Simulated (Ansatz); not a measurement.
# C₂H₄AlNO: up Jacob's ladder to CCSD(T)

An exercise on one series of results from a longer session: the logs are not shown, and one member is left open.

Program: Ansatz 0.2.0, Gaussian basis. Level of theory: functionals in def2-TZVPP, the program's frozen cores in correlated methods. These are calculated values, not measurements.

The runs, in order: LDA (SPW92), PBE-D4, revPBE-D4, BLYP-D4, r2SCAN-D4, B97M-V, PBE0-D4, B3LYP-D4, r2SCANh-D4, r2SCAN0-D4, HSE06-D4, BHLYP-D4, CAM-B3LYP-D4, LC-ωPBE, ωB97X-V, ωB97M-V, B2PLYP, PBE-QIDH; CCSD(T)/def2-SVP; CCSD(T)/def2-TZVPP; MP2/def2-QZVPP; extrapolation to the limit; RPA on PBE.

## Structure used throughout

The geometry comes from an earlier relaxation with PBE0-D4 in a triple-zeta def2 set; it is a stationary point, not always the lowest conformer.

9 atoms, charge 0, spin multiplicity 1.

Atoms are counted from 1 here; the program's logs count them from 0.

Bond lengths: N1–C2 1.237 Å, N1–H6 1.017 Å, C2–O3 1.403 Å, C2–C4 1.416 Å, O3–Al5 1.955 Å, C4–Al5 1.980 Å, C4–H7 1.088 Å, Al5–H8 1.579 Å, Al5–H9 1.577 Å. Angles: C2–N1–H6 112.5°, N1–C2–O3 136.3°, N1–C2–C4 151.2°, O3–C2–C4 72.5°, C2–O3–Al5 100.4°, C2–C4–Al5 98.8°, C2–C4–H7 116.2°, Al5–C4–H7 131.2°, O3–Al5–C4 50.1°, O3–Al5–H8 109.9°, O3–Al5–H9 111.0°, C4–Al5–H8 115.0°, C4–Al5–H9 117.1°, H8–Al5–H9 126.7°.

Geometry (Å):

```tsv
atom	x (Å)	y (Å)	z (Å)
N1	0.88453	2.02322	0.11343
C2	0.63591	0.83100	-0.10205
O3	0.58940	-0.34846	0.65658
C4	0.30943	-0.22885	-0.98323
Al5	-1.13227	-1.07331	0.07868
H6	1.07784	2.20894	1.09488
H7	1.13694	-0.66226	-1.54181
H8	-1.09336	-2.65083	0.12161
H9	-2.31992	-0.14576	0.54481
```

Set-up of the first run:

File in.yaml:

```yaml
crystal:
  periodic: [false, false, false]
  atoms:
    - {symbol: N, position_ang: [0.884534, 2.023223, 0.113432]}
    - {symbol: C, position_ang: [0.635908, 0.831002, -0.102054]}
    - {symbol: O, position_ang: [0.589396, -0.348458, 0.656578]}
    - {symbol: C, position_ang: [0.309432, -0.228854, -0.983231]}
    - {symbol: Al, position_ang: [-1.132274, -1.073309, 0.078681]}
    - {symbol: H, position_ang: [1.077842, 2.208940, 1.094878]}
    - {symbol: H, position_ang: [1.136939, -0.662256, -1.541805]}
    - {symbol: H, position_ang: [-1.093355, -2.650827, 0.121614]}
    - {symbol: H, position_ang: [-2.319920, -0.145760, 0.544807]}
basis:
  gaussian: {orbitals: def2-TZVPP}
hamiltonian: {xc: lda}
output: {orbitals: {seedname: orbitals}}
```

Started as:

```bash
$ ansatz run in.yaml --threads 2 --pin off --events-out ev --progress --plain --max-ram 4352MiB
```

Steps of the session up to this table: LDA; PBE-D4 (GGA); revPBE-D4 (GGA); BLYP-D4 (GGA); r2SCAN-D4 (meta-GGA); B97M-V (meta-GGA); B3LYP-D4 (hybrid); r2SCANh-D4 (hybrid); r2SCAN0-D4 (hybrid); HSE06-D4 (hybrid); BHLYP-D4 (hybrid); CAM-B3LYP-D4 (range-separated); LC-ωPBE (range-separated); ωB97X-V (range-separated); ωB97M-V (range-separated); B2PLYP (double hybrid); PBE-QIDH (double hybrid).

One table of the session follows, with a row left open; its other results are not shown here.

```
  functional  HOMO (eV)  gap (eV)
 LDA (SPW92)      -7.20      4.57
      PBE-D4      -7.07      4.72
   revPBE-D4      -7.01      4.78
     BLYP-D4      -6.95      4.73
   r2SCAN-D4      -7.39      5.35
      B97M-V      -7.52      5.55
     PBE0-D4      -8.46      7.28
    B3LYP-D4      -8.24      6.77
  r2SCANh-D4      -7.91      6.29
  r2SCAN0-D4      -8.67      7.67
    HSE06-D4      -8.05      6.49
    BHLYP-D4      -9.73      9.65
CAM-B3LYP-D4      -9.87      9.80
     LC-ωPBE     -11.24     12.41
     ωB97X-V          ?         ?
     ωB97M-V     -10.72     11.53
```

Estimate the missing values for ωB97X-V.

**Answer.** HOMO (eV): -10.88; gap (eV): 11.93. In the column «HOMO (eV)» it lies between LC-ωPBE (-11.24) and ωB97M-V (-10.72).
